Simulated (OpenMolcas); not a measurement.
**P: CASSCF and CASPT2 terms and fine-structure levels**

Aim: the low terms and levels of P, with their order and spacing, then second-order correlation under several settings.

The numbers are computed with OpenMolcas 26.06 (state-averaged CASSCF and CASPT2, spin-orbit coupling by RASSI with atomic mean-field integrals), except any that are marked as measured or tabulated.

## 1. The system

```
Species                           : P (phosphorus, Z = 15, 15 electrons)
Basis                             : ANO-R2 [5s4p3d1f], 39 functions
Scalar Hamiltonian                : X2C, finite nucleus
Inactive shells                   : 1s 2s 2p 3s
Active space                      : 3 electrons in 3 orbitals (3p)
Some configurations of this space : 3s² 3p³
Orbitals                          : optimised for each spin and parity, averaged over all roots
```

Outer shells as boxes (Hund's rule):

3s2 3p3
```
3s [↑↓]
3p [↑ ][↑ ][↑ ]
```

Each step is its own input file, run in one work folder so that later steps find the files of earlier ones. Labels, J, g values, rates, χT and fits are worked out afterwards by a script from the matrices that RASSI stores.

## 2. Basis and integrals

Contents of a.inp:

```
&GATEWAY
Coord
1

P 0.0 0.0 0.0
Basis=ANO-R2
Group=XYZ
NoMove
AngMom=0.0 0.0 0.0
AMFI
&SEWARD
```

## 3. CASSCF: quartets of odd parity, 1 root

Contents of a.inp:

```
&RASSCF
FileOrb=start.orb
Symmetry=2
Spin=4
nActEl=3 0 0
Inactive=3 3
Ras2=0 3
CIRoot=1 1 1
SDav=1
CIMx=300
Iter=120 100
PrWF=0.3
OrbListing=Nothing
MaxOrb=0
Atom
>>> COPY $Project.JobIph JOB001
```

start.orb holds the contracted functions of the basis, ordered by shell, or the orbitals of the step before.

## 4. Reference wave functions, doublets of odd parity, 8 roots

Contents of a.inp:

```
&RASSCF
FileOrb=start.orb
Symmetry=2
Spin=2
nActEl=3 0 0
Inactive=3 3
Ras2=0 3
CIRoot=8 8 1
SDav=8
CIMx=300
Iter=120 100
PrWF=0.3
OrbListing=Nothing
MaxOrb=0
Atom
>>> COPY $Project.JobIph JOB002
```

## 5. State interaction with spin-orbit coupling

Contents of a.inp:

```
&RASSI
NrOfJobIphs=2 1 8
1
1 2 3 4 5 6 7 8
IphNames
JOB001
JOB002
EJob
SpinOrbit
DIPRint=1.0
SOCoupling=1000.0
Subsets=2
MEES
Property=10
'ANGMOM' 1 'ANGMOM' 2 'ANGMOM' 3 'MLTPL  1' 1 'MLTPL  1' 2 'MLTPL  1' 3
'AMFI' 1 'AMFI' 2 'AMFI' 3 'MLTPL  2' 6
SOProperty=3
'ANGMOM' 1 'ANGMOM' 2 'ANGMOM' 3
```

## 6. CASPT2: IPEA 0.25, imaginary shift 0.1 (closed shells correlated: 2s 2p 3s)

Contents of a.inp:

```
>>> COPY JOB001 $Project.JobIph
&CASPT2
Multistate=1 1
Frozen=1 0
IPEA=0.25
Imaginary=0.1
MaxIter=60
WThr=0.0 0.3 0.05
PrWF=0.5
NoMix
>>> COPY JOB002 $Project.JobIph
&CASPT2
Multistate=8 1 2 3 4 5 6 7 8
Frozen=1 0
IPEA=0.25
Imaginary=0.1
MaxIter=60
WThr=0.0 0.3 0.05
PrWF=0.5
NoMix
```

## 7. CASPT2: IPEA 0.25, sigma2 regulariser 0.3 (closed shells correlated: 2s 2p 3s)

Edit a.inp of step 6 so:

```diff
@@ -5,3 +5,3 @@
 IPEA=0.25
-Imaginary=0.1
+Sig2=0.3
 MaxIter=60
@@ -15,3 +15,3 @@
 IPEA=0.25
-Imaginary=0.1
+Sig2=0.3
 MaxIter=60
```

(Steps that only read results are left out.)

Q: Predict the outcome of this session. Wanted: lowest level; first excited level; spin-orbit lowering of the lowest level; strongest of the lines computed, by gA.

**Answer**, as computed:

| quantity | value |
| --- | --- |
| method | SS-CASPT2, IPEA 0.25, imaginary shift 0.1 (closed shells correlated: 2s 2p 3s) |
| lowest level | 3s² 3p³ ⁴S°_3/2, 100 % of that term, g = 2.002 |
| ground level listed by NIST | 4S°3/2 |
| first excited level | 3s² 3p³ ²D°_3/2 at 1.530 eV |
| spin-orbit lowering of the lowest level | 0.0003 eV |
| strongest of the lines computed, by gA (one parity, so forbidden lines), at SS-CASPT2 energies | 3s² 3p³ ²P°_3/2 → 3s² 3p³ ²D°_5/2, 1187 nm, A = 1.74e-01 s⁻¹ |

What each method costs and misses:

```
                                                    method  time of its own steps  time with the reference  mean absolute difference from the measured levels (cm-1)
                                                 A. CASSCF                  5.2 s                    5.2 s                                                      5500
   B. SS-CASPT2, IPEA 0.25, imaginary shift 0.1, +2s 2p 3s                  1.7 s                    6.9 s                                                      1500
C. SS-CASPT2, IPEA 0.25, sigma2 regulariser 0.3, +2s 2p 3s                  1.9 s                    7.1 s                                                      1500
```

Times are of one thread on a shared host.

Second-order correlation (method B) scales the levels of the lowest configuration above 5000 cm⁻¹ by 0.80. Method C lies closest to the measured levels (1500 cm⁻¹ on average, level with B) and A farthest (5500). Only the configurations of the active space and the roots asked for are present. CASPT2 does not keep the components of a term degenerate, and the means are used. With the s shell closed, the highest p terms come out too high. Only valence configurations of the active space appear, up to the ionisation limit; * or ° marks odd parity.
